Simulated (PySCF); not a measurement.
# C₄H₆OSi: electronic excitations and core binding energies

Wanted: the electronic excitations and core binding energies of C₄H₆OSi (`O=C1CC=C[SiH2]1`), by calculation.

Computed with PySCF 2.14.0, with density-fitted response routines of our own, on a single molecule in the gas phase. Atoms are numbered from 0 throughout.

### Step 1. The starting structure

12 atoms, charge 0, multiplicity 1; geometry from: GFN2-xTB.

Bonds of the start (Å): O0–C1 1.21, C1–C2 1.52, C2–C3 1.49, C3–C4 1.33, C4–Si5 1.88, Si5–C1 1.93, C2–H6 1.09, C2–H7 1.09, C3–H8 1.08, C4–H9 1.08, Si5–H10 1.46, Si5–H11 1.46.

### Step 2. Excited states and response: CAM-B3LYP/def2-SVPD

The job: settings as JSON, then the geometry in Å.

```
{"job": {"kind": "uv", "xc": "CAM-B3LYP", "basis": "def2-SVPD", "nstates": 8, "ntriplets": 3}, "charge": 0, "multiplicity": 1}
O     -0.986329    -1.957936     1.218109
C     -0.490719    -1.025950     0.633375
C     -1.302671     0.152730     0.119384
C     -0.396299     1.130065    -0.556492
C      0.907858     0.874212    -0.620916
Si     1.369546    -0.752805     0.193344
H     -2.073819    -0.212026    -0.566437
H     -1.831957     0.618104     0.956863
H     -0.850346     2.021179    -0.971878
H      1.585804     1.561339    -1.101934
H      1.870168    -1.778840    -0.719680
H      2.199962    -0.630757     1.390235
```

With the program's defaults for keys left out, this is: TDDFT CAM-B3LYP/def2-SVPD, vertical, gas phase, core orbitals frozen in the response.

Launch:

```bash
OMP_NUM_THREADS=1 python probes_run.py task.json out
```

The driver reads the jobs from task.json and runs them one after another.

**Question.** This job is followed by: delta-SCF UKS SCAN, pcX-2 on the ionised atom, pcseg-1 elsewhere, spin-free X2C. Predict these results of the whole session: lowest singlet (CAM-B3LYP/def2-SVPD); brightest single state of those computed; lowest triplet; surface potential, 1st and 99th percentile; C1s binding energies, SCAN/pcX-2 (standing for 3 of 4 atoms); O1s binding energies, SCAN/pcX-2; Si1s binding energies, SCAN/pcX-2; Si2p binding energies, SCAN/pcX-2.

The runs gave:

| quantity | value |
| --- | --- |
| lowest singlet (CAM-B3LYP/def2-SVPD) | 3.23 eV (384 nm), f = 0.001 |
| brightest single state of those computed | state 7, 7.10 eV, f = 0.115 |
| lowest triplet | 2.61 eV |
| surface potential, 1st and 99th percentile | -1.67 V and 1.24 V |
| C1s binding energies, SCAN/pcX-2 (standing for 3 of 4 atoms) | C2 290.96, C3 290.85, C4 290.04 eV |
| O1s binding energies, SCAN/pcX-2 | O0 537.80 eV |
| Si1s binding energies, SCAN/pcX-2 | Si5 1846.34 eV |
| Si2p binding energies, SCAN/pcX-2 | Si5 106.86 eV |

**Reading.** The lowest singlet, at 3.23 eV, is HOMO→LUMO 0.94 and is dark; of the 8 states computed, the strongest absorption comes from state 7 at 7.10 eV. The lowest triplet lies 0.62 eV below the lowest singlet (triplets in Tamm-Dancoff, singlets in full TDDFT). The C1s levels kept as sound span 0.92 eV, from C4 (alkene CH) up to C2 (sp3 CH2 α to a carbonyl). Only 3 of the 4 C atoms are covered by sound results.
